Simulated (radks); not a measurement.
# Ionisation of Hf: one atom, several choices of functional

An exercise on one series of results from a longer session: the logs are not shown, and one member is left open.

The numbers are computed with radks (a radial shooting solver on a logarithmic mesh, Libxc functionals) version 1 (scalar-relativistic Kohn-Sham, spin-polarised, spherical densities, point nucleus; open shells are filled with parallel spins first), except any that are marked as measured or tabulated.

2 further runs of the same task are left out: 2 set aside as unsound or not needed.

### The system

* element: hafnium (Z = 72)
* charge: 0
* electrons: 72
* configuration: [Xe] 4f14 5d2 6s2
* ion: Hf⁺, [Xe] 4f14 5d1 6s2
* choices: exchange-only B88; PBE; LDA (Slater exchange, VWN5 correlation); BP86; OLYP; PBEsol

The outer shells:

Hf
```
[Xe] core
4f [↑↓][↑↓][↑↓][↑↓][↑↓][↑↓][↑↓]
5d [↑ ][↑ ][  ][  ][  ]
6s [↑↓]
```

Hf⁺
```
[Xe] core
4f [↑↓][↑↓][↑↓][↑↓][↑↓][↑↓][↑↓]
5d [↑ ][  ][  ][  ][  ]
6s [↑↓]
```

Set-up of the first run:

Settings of this run:

```text
Z 72
configuration [Xe] 4f14 5d2 6s2
relativity scalar-relativistic
functional b88,
spin polarised
nucleus point
c 137.035999084
```

Among the steps run: exchange-only B88: Hf; exchange-only B88: Hf⁺; PBE: Hf; PBE: Hf⁺; LDA (Slater exchange, VWN5 correlation): Hf; LDA (Slater exchange, VWN5 correlation): Hf⁺; BP86: Hf; BP86: Hf⁺; OLYP: Hf; OLYP: Hf⁺; PBEsol: Hf; PBEsol: Hf⁺.

One table of the session follows, with a row left open; its other results are not shown here.

```
                             functional  Δ-SCF (eV)  −ε(HOMO) (eV)  <r> HOMO (bohr)
                      exchange-only B88       6.124          2.467            2.518
                                    PBE           ?              ?                ?
LDA (Slater exchange, VWN5 correlation)       7.063          3.239            2.453
                                   BP86       7.010          3.216            2.463
                                   OLYP       6.759          2.967            2.433
                                 PBEsol       6.919          3.129            2.460
```

Q: Estimate the row for PBE from the others.

As computed: Δ-SCF (eV): 6.870; −ε(HOMO) (eV): 3.093; <r> HOMO (bohr): 2.469. In the column «Δ-SCF (eV)» it lies between OLYP (6.759) and PBEsol (6.919).

In words: The NIST Atomic Spectra Database lists 6.825 eV (measured). Nearest is PBE (+0.04 eV off), farthest exchange-only B88 (-0.70 eV). The ionisation energies span 0.94 eV, the total energies of Hf 393 eV: most of the change in the total cancels in the difference. Open shells are spherical and high-spin; term and fine-structure splittings are not resolved. Spin-orbit splitting is averaged out at the scalar-relativistic level.

**Measured values.**

From NIST Atomic Spectra Database: ionisation energy of Hf 6.82507 eV.
